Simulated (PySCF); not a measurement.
**[MoF3]+: relaxation and vibrations of the triplet**

Aim: relax [MoF3]+ as a triplet from a trigonal planar start, check by its vibrations whether the end is a minimum, and collect its spectrum and constants.

The runs use PySCF 2.14.0; PBE0, basis Mo def2-TZVP with ECP28, F def2-TZVP, scalar-relativistic core potentials, no spin–orbit coupling, density fitting.

### Step 1. Starting geometry

4 atoms, charge 1, spin multiplicity 3.

Bond lengths: Mo1–F2 1.980 Å, Mo1–F3 1.980 Å, Mo1–F4 1.980 Å. Angles: F2–Mo1–F3 120.0°, F2–Mo1–F4 120.0°, F3–Mo1–F4 120.0°.

```xyz
4
charge 1 multiplicity 3
Mo    0.0000    0.0000    0.0000
F     1.9796    0.0000    0.0000
F    -0.9898    1.7144    0.0000
F    -0.9898   -1.7144    0.0000
```

### Step 2. First SCF at the start

The steps below are one call of a driver around PySCF. For each, scf.py gives the equivalent set-up of the SCF; relaxations use the driver's own optimiser. After this first run the driver tries any further starts and a stability analysis.

scf.py

```python
from pyscf import gto, scf, dft
mol = gto.M(atom='''
Mo     0.000000     0.000000     0.000000
F      1.979600     0.000000     0.000000
F     -0.989800     1.714400     0.000000
F     -0.989800    -1.714400     0.000000''',
    basis={'Mo': 'def2-TZVP', 'F': 'def2-TZVP'},
    ecp={'Mo': 'def2-TZVP'},
    charge=1, spin=2)
mf = dft.UKS(mol, xc='PBE0')
mf.grids.atom_grid = (50, 194)
aux = {'Mo': 'def2-universal-JKFIT', 'F': 'def2-universal-JKFIT'}
mf = mf.density_fit(auxbasis=aux)
mf.conv_tol = 1e-08
mf.diis_space = 10
mf.max_cycle = 60
mf.init_guess = 'minao'
mf.verbose = 4
mf.kernel()
```

The run is started by

```bash
$ OMP_NUM_THREADS=4 python axn.py task.json out
```

Further steps of the session: Relaxation: trigonal planar start, triplet; Relaxing without the symmetry constraint; Frequencies.

**Question.** What will these runs give? Wanted: minimum; geometry; wavenumbers; dipole moment; highest occupied, lowest empty level; polar-tensor charge of Mo1; zero-point energy; ⟨S²⟩.

The runs gave:

| quantity | value |
| --- | --- |
| minimum | triplet, C2v |
| geometry | Mo–F 1.758 Å, Mo–F 1.780 Å (×2); F–Mo–F 105.8°, F–Mo–F 127.1° (×2) |
| wavenumbers (cm⁻¹) | 71 (b2), 72 (b1), 197 (a1), 734 (b2), 789 (a1), 846 (a1) |
| dipole moment (centre of mass) | 1.02 D |
| highest occupied, lowest empty level (either spin) | -15.26, -11.81 eV |
| polar-tensor charge of Mo1 | +2.77 e |
| zero-point energy | 16.2 kJ/mol |
| entropy at 298.15 K | 328.6 J/(mol K) |
| ⟨S²⟩ | 2.007 |

**Reading.** From D3h at the start the molecule goes to a C2v minimum. The strongest infrared band lies at 846 cm⁻¹ (a1, stretch). Most of the spin sits on Mo1 (Mulliken spin 1.95, against 2 for the whole molecule). The first SCF alone would have been 6 kJ/mol too high. Only this shape and spin were tried, so other structures or states may lie lower. One determinant may miss the lowest occupation of an open d or f shell.
